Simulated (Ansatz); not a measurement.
# MgHgO2: the cost of one run

Program: Ansatz 0.2.0. Level of theory: reference: DFT, PBE, plane waves, PAW. These are calculated values, not measurements.

1 further run of the same task is left out (for a known fault of the program).

## 1. The system as given

It takes space group P-4m2 (No. 115, tetragonal). Conventional cell: a = 3.388 Å, b = 3.388 Å, c = 5.039 Å, α = 90.00°, β = 90.00°, γ = 90.00°. Around Mg (site symmetry -4m2) lie 4 O at 1.98 Å. O (site symmetry 2mm) is surrounded by 2 Mg at 1.98 Å and 2 Hg at 2.26 Å. Hg (site symmetry -4m2) is surrounded by 4 O at 2.26 Å.

Coordinates:

```
Mg O Hg
1.0
     3.38785    0.00000    0.00000
     0.00000    3.38785    0.00000
     0.00000    0.00000    5.03950
Mg O Hg
1 2 1
Direct
  0.00000 0.00000 0.00000
  0.00000 0.50000 0.20232
  0.50000 0.00000 0.79768
  0.50000 0.50000 0.50000
```

## 2. Baseline

File input.yaml:

```yaml
crystal:
  lattice:
    - [3.3878496251, 0.0, 0.0]
    - [0.0, 3.3878496251, 0.0]
    - [0.0, 0.0, 5.0394973193]
  atoms:
    - { symbol: Mg, position: [0.0, 0.0, 0.0] }
    - { symbol: O, position: [0.0, 0.5, 0.2023172479] }
    - { symbol: Hg, position: [0.5, 0.5, 0.5] }
    - { symbol: O, position: [0.5, 0.0, 0.7976827521] }
kpoints:
  mp_grid: { grid: [6, 6, 4] }
hamiltonian:
  xc: pbe
scf:
  occupations: { method: fermi_dirac, width: 0.02 }
  n_extra_bands: 5
output:
  forces: true
  stress: true
  eigenvalues: true
```

The run is started by

```console
ansatz run input.yaml --threads 4 --pin off --max-ram 3686MiB --backend cpu --events-out ev --progress --plain --runs-dir out
```

**Question.** How long does this run take on 4 threads of Arm Neoverse V1, shared host, and how much memory does it need?

About 1.2 s, with a peak of 0.36 GiB.
